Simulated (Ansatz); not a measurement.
# KMnF3: further runs on the relaxed cell

An exercise on one series of results from a longer session: the logs are not shown, and one member is left open.

Program: Ansatz 0.2.0. Level of theory: DFT PBEsol, scalar-relativistic, plane waves, PAW. These are calculated values, not measurements.

### The system as given

Symmetry: Pm-3m, No. 221, cubic system. The conventional cell has a = 4.181 Å, b = 4.181 Å, c = 4.181 Å, α = 90.00°, β = 90.00°, γ = 90.00°. K (site symmetry m-3m) has 12 F at 2.96 Å as nearest neighbours. Around Mn (site symmetry m-3m) lie 6 F at 2.09 Å. F (site symmetry 4/mmm) is surrounded by 2 Mn at 2.09 Å and 4 K at 2.96 Å.

Structure file:

```cif
data_structure
_symmetry_space_group_name_H-M 'P 1'
_symmetry_Int_Tables_number 1
_cell_length_a 4.1814
_cell_length_b 4.1814
_cell_length_c 4.1814
_cell_angle_alpha 90.000
_cell_angle_beta 90.000
_cell_angle_gamma 90.000
_cell_volume 73.11
loop_
_atom_site_label
_atom_site_type_symbol
_atom_site_fract_x
_atom_site_fract_y
_atom_site_fract_z
_atom_site_occupancy
K1 K 0.50000 0.50000 0.50000 1
Mn1 Mn 0.00000 0.00000 0.00000 1
F1 F 0.50000 0.00000 0.00000 1
F2 F 0.00000 0.50000 0.00000 1
F3 F 0.00000 0.00000 0.50000 1
```

It is the result of an earlier relaxation at this level (volume 14.62 Å³/atom; gap on the mesh: 1.05 eV, site moments up to 4.1 μB).

Set-up of the first run:

The input, input.yaml:

```yaml
crystal:
  lattice:
    - [4.1391622872, 0.0, 0.0]
    - [0.0, 4.1391622872, 0.0]
    - [0.0, 0.0, 4.1391622872]
  atoms:
    - { symbol: K, position: [0.5, 0.5, 0.5] }
    - { symbol: Mn, position: [0.0, 0.0, 0.0], spin: 4.56 }
    - { symbol: F, position: [0.5, 0.0, 0.0] }
    - { symbol: F, position: [0.0, 0.5, 0.0] }
    - { symbol: F, position: [0.0, 0.0, 0.5] }
basis:
  ecutwfc: 420
kpoints:
  mp_grid: { grid: [6, 6, 6] }
hamiltonian:
  xc: pbesol
scf:
  occupations: { method: gaussian, width: 0.02 }
output:
  forces: true
  stress: true
  eigenvalues: true
  populations: true
magnetization:
  spin_polarized: true
```

On the command line:

```
$ ansatz run input.yaml --threads 2 --pin off --max-ram 5120MiB --backend cpu --events-out ev --progress --plain --runs-dir out
```

Among the steps run: Volume × 0.97; Volume × 1.03; Point at V/V0 = 0.94; Volume × 1.06.

One table of the session follows, with a row left open; its other results are not shown here.

It belongs to the step «Energy against volume». 

```
volume (Å³/atom)  energy above the lowest point (meV/atom)  pressure (GPa)  gap on the mesh (eV)  largest moment (μB)
          13.744                                      12.6            4.91                  0.93                 4.09
          14.183                                         ?               ?                     ?                    ?
          14.622                                       0.0           -0.04                  1.05                 4.14
          15.060                                       2.8           -1.95                  1.12                 4.17
          15.499                                      10.4           -3.56                  1.17                 4.19
```

Estimate the missing values for volume (Å³/atom) = 14.183.

Worked estimate for «energy above the lowest point (meV/atom)». A straight line through the neighbours (13.744, 12.6) and (14.622, 0.0) gives 12.6 + (0.0 − 12.6) × (14.183 − 13.744) / (14.622 − 13.744) = 6.3; a parabola fitted to 3 rows on both sides gives 3.3.

**Answer.** energy above the lowest point (meV/atom): 2.9; pressure (GPa): 2.23; gap on the mesh (eV): 0.99; largest moment (μB): 4.12. In «energy above the lowest point (meV/atom)» the line misses by +3.4 and the parabola by +0.4.
